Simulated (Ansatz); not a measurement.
# TiN: the cost of one run

Method: DFT PBE, scalar-relativistic, in Ansatz 0.2.0.

**1. The system as given**

Symmetry: Fm-3m, No. 225, cubic system. Conventional cell: a = 4.244 Å, b = 4.244 Å, c = 4.244 Å, α = 90.00°, β = 90.00°, γ = 90.00°. Ti (site symmetry m-3m) has 6 N at 2.12 Å as nearest neighbours. N (site symmetry m-3m) has 6 Ti at 2.12 Å as nearest neighbours.

As a file:

```
Ti N
1.0
     0.00000    2.12200    2.12200
     2.12200    0.00000    2.12200
     2.12200    2.12200    0.00000
Ti N
1 1
Direct
  0.00000 0.00000 0.00000
  0.50000 0.50000 0.50000
```

The cell is a deposited one (Crystallography Open Database entry 1011099); the temperature and pressure of the measurement aren't taken into account, and nothing was relaxed.

Atoms are numbered in the order of the input: Ti1, N2.

**2. Full-potential LAPW**

Contents of input.yaml:

```yaml
crystal:
  lattice:
    - [0.0, 2.122, 2.122]
    - [2.122, 0.0, 2.122]
    - [2.122, 2.122, 0.0]
  atoms:
    - { symbol: Ti, position: [0.0, 0.0, 0.0] }
    - { symbol: "N", position: [0.5, 0.5, 0.5] }
kpoints:
  mp_grid: { grid: [13, 13, 13] }
  band_path:
    path:
      - [0.0, 0.0, 0.0]
      - [0.5, 0.0, 0.5]
      - [0.625, 0.25, 0.625]
      - [0.375, 0.375, 0.75]
      - [0.0, 0.0, 0.0]
      - [0.5, 0.5, 0.5]
      - [0.5, 0.25, 0.75]
      - [0.5, 0.0, 0.5]
    npoints: 14
scf:
  occupations: { method: fermi_dirac, width: 0.05 }
hamiltonian:
  xc: pbe
  pseudopotentials: { kind: all_electron, lapw: { basis_error: 0.0005 } }
output:
  forces: true
  stress: true
  eigenvalues: true
  populations: true
  dos: { projected: true, de: 0.2, e_range: [-14, 8] }
```

Started as:

```bash
> ansatz run input.yaml --threads 1 --pin off --max-ram 3072MiB --backend cpu --events-out ev --progress --plain --runs-dir out
```

What time and memory should one allow on 1 thread of Intel Xeon Platinum 8375C at 2.90GHz (Ice Lake), shared host?

About 20 s, with a peak of 0.41 GiB.
